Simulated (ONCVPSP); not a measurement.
# Silicon: generating and testing an ONCV potential

Do these settings give a usable potential? It is generated, then checked for transferability, scattering, ghosts and hardness.

Method: ONCVPSP 4.0.1, PBEsol, scalar-relativistic.

### 1 Settings

The settings as typed:

```
element                 : silicon (Si, Z = 14)
type                    : optimised norm-conserving Vanderbilt (ONCV)
frozen core             : [Ne]
valence charge          : 4
reference configuration : 3s2 3p1 (charge +1)
partial waves           : 3s: rc 1.50 bohr, ncon 4, nbas 8, qcut 3.5 1/bohr, 2 projectors, debl 1.3 Ha; 3p: rc 1.50 bohr, ncon 4, nbas 8, qcut 4.6 1/bohr, local
local potential         : the p channel
core correction         : Teter function, fcfact 2.5, rcfact 1.5
```

The nodes and maxima of the atom's own shells, from an earlier all-electron run, set the scale for the radii.

All-electron outer shells of the reference configuration (PBEsol, scalar-relativistic, ld1.x):

```tsv
shell	level (eV)	outermost node (bohr)	outermost maximum (bohr)
2s	-148.62	0.15	0.45
2p	-104.93	–	0.39
3s	-18.99	0.72	1.75
3p	-11.63	0.71	2.04
```

### 2 The generation run

Si.dat

```
# ATOM AND REFERENCE CONFIGURATION
# atsym  z   nc   nv     iexc    psfile
  Si 14.00    3    2  -116133      upf
#
#   n    l    f
    1    0    2.00
    2    0    2.00
    2    1    6.00
    3    0    2.00
    3    1    1.00
#
# PSEUDOPOTENTIAL AND OPTIMIZATION
# lmax
    1
#
#   l,   rc,      ep,       ncon, nbas, qcut
    0    1.50    0.00    4    8    3.50
    1    1.50    0.00    4    8    4.60
#
# LOCAL POTENTIAL
# lloc, lpopt,  rc(5),   dvloc0
    1    5    1.50    0.00
#
# VANDERBILT-KLEINMAN-BYLANDER PROJECTORs
# l, nproj, debl
    0    2    1.30
    1    0    1.50
#
# MODEL CORE CHARGE
# icmod, fcfact, rcfact
    3    2.50    1.50
#
# LOG DERIVATIVE ANALYSIS
# epsh1, epsh2, depsh
   -2.00    5.00    0.02
#
# OUTPUT GRID
# rlmax, drl
    6.00    0.01
#
# TEST CONFIGURATIONS
# ncnf
    4
# nvcnf
#   n    l    f
    2
    3    0    2.00
    3    1    2.00
#
    2
    3    0    2.00
    3    1    0.00
#
    2
    3    0    1.00
    3    1    0.00
#
    2
    3    0    0.00
    3    1    4.00
#
```

Started as:

```
oncvpsp.x < Si.dat > Si.out
```

**Question.** What will these runs give? Wanted: cutoffs for 1 and 0.1 mHa per electron, occupied waves; bound ghosts; GHOST(+) flags; largest test error; largest phase difference near zero energy, channels read; rms error of d²Exc/dn², without and with the model core.

As calculated:

| quantity | value |
| --- | --- |
| cutoffs for 1 and 0.1 mHa per electron, occupied waves | 11 Ha and 78 Ha |
| bound ghosts | none found |
| GHOST(+) flags | none at low energy (1 near or above the test basis's cutoff) |
| largest test error (AE − PS) | -50 meV, for 3s1 3p0 |
| largest phase difference near zero energy, channels read | 0.020 rad |
| rms error of d²Exc/dn², without and with the model core | 2.35 and 1.40 mHa |

In words: The worst unpolarised test, 3s1 3p0, is off by 50 meV on 49.9 eV; by total energies transferability rates as fair. That test lies far up in energy; among those under 40 eV, nearer to bonding, the largest error is 5.7 meV. By its cutoff, 11 Ha for the looser tolerance, it is soft on the atom at that tolerance. The tighter tolerance needs 78 Ha, and converged work needs a cutoff nearer that. At the looser tolerance the 3s wave is the slowest; 3p needs 4 Ha. It is free of bound ghosts as far as tested. Near zero energy the phases of the channels with partial waves agree within 0.020 rad. All of this concerns the isolated atom, not yet a solid.
